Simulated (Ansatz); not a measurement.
# LiW3N3: what a guessed cell relaxes into

Where does this trial cell of LiW3N3 go when cell and atoms are let free, and does the end survive a random kick?

Method: DFT PBE, scalar-relativistic, plane waves, PAW, in Ansatz 0.2.0.

1 further run of the same task is left out (set aside as unsound or not needed).

### Step 1. The system as given

It takes space group Pm-3m (No. 221, cubic). The conventional cell has a = 4.873 Å, b = 4.873 Å, c = 4.873 Å, α = 90.00°, β = 90.00°, γ = 90.00°. Li (site symmetry m-3m) has 6 N at 2.44 Å as nearest neighbours. Around W (site symmetry 4/mmm) lie 4 N at 2.44 Å. N (site symmetry 4/mmm) has 2 Li at 2.44 Å and 4 W at 2.44 Å as nearest neighbours.

Structure file:

```xyz
7
Lattice="4.8731 0.0000 0.0000 0.0000 4.8731 0.0000 0.0000 0.0000 4.8731" Properties=species:S:1:pos:R:3 pbc="T T T"
Li    0.0000    0.0000    0.0000
W     0.0000    2.4366    2.4366
W     2.4366    0.0000    2.4366
W     2.4366    2.4366    0.0000
N     2.4366    0.0000    0.0000
N     0.0000    2.4366    0.0000
N     0.0000    0.0000    2.4366
```

The cell is invented: random cell by space group and Wyckoff sites (Pm-3m, No. 221). The dimensions are guesses.

### Step 2. The guess as it stands, on a coarse mesh

Input file input.yaml:

```yaml
crystal:
  lattice:
    - [4.87314973, 0.0, 0.0]
    - [0.0, 4.87314973, 0.0]
    - [0.0, 0.0, 4.87314973]
  atoms:
    - { symbol: Li, position: [0.0, 0.0, 0.0] }
    - { symbol: W, position: [0.0, 0.5, 0.5] }
    - { symbol: W, position: [0.5, 0.0, 0.5] }
    - { symbol: W, position: [0.5, 0.5, 0.0] }
    - { symbol: "N", position: [0.5, 0.0, 0.0] }
    - { symbol: "N", position: [0.0, 0.5, 0.0] }
    - { symbol: "N", position: [0.0, 0.0, 0.5] }
basis:
  ecutwfc: 420
kpoints:
  mp_grid: { grid: [4, 4, 4] }
hamiltonian:
  xc: pbe
scf:
  occupations: { method: gaussian, width: 0.1 }
  lower_state_search: "off"
output:
  forces: true
  stress: true
  eigenvalues: true
```

The run is started by

```bash
> ansatz run input.yaml --threads 1 --pin off --max-ram 2048MiB --backend cpu --events-out ev --progress --plain --runs-dir out
```

Further runs follow: coarse relaxation; final relaxation; kick test: the unmoved cell on a coarse mesh; kicked and relaxed without symmetry.

**Question.** What will these runs give? Wanted: conventional cell; volume; energy over the elements; gap on the mesh.

The runs gave:

| quantity | value |
| --- | --- |
| symmetry at the end (tolerance 0.05 Å) | space group Pm-3m (No. 221) |
| conventional cell | a = 4.173 Å, b = 4.173 Å, c = 4.173 Å, α = 90.00°, β = 90.00°, γ = 90.00° |
| volume | 10.38 Å³/atom |
| energy over the elements (uncorrected; H, N, O, F and Cl as molecules) | -0.54 eV/atom |
| gap on the mesh | none (metal) |

In words: The space group Pm-3m (No. 221) is kept, and the volume per atom shrinks by 37.2 % from the first guess. A negative formation energy is needed for stability but isn't enough; other structures and compounds were not set against it here. It survived the kick, though modes of other wave vectors, which need another repeat, weren't probed. Spin-orbit coupling is left out for W. Other magnetic orders were not searched.
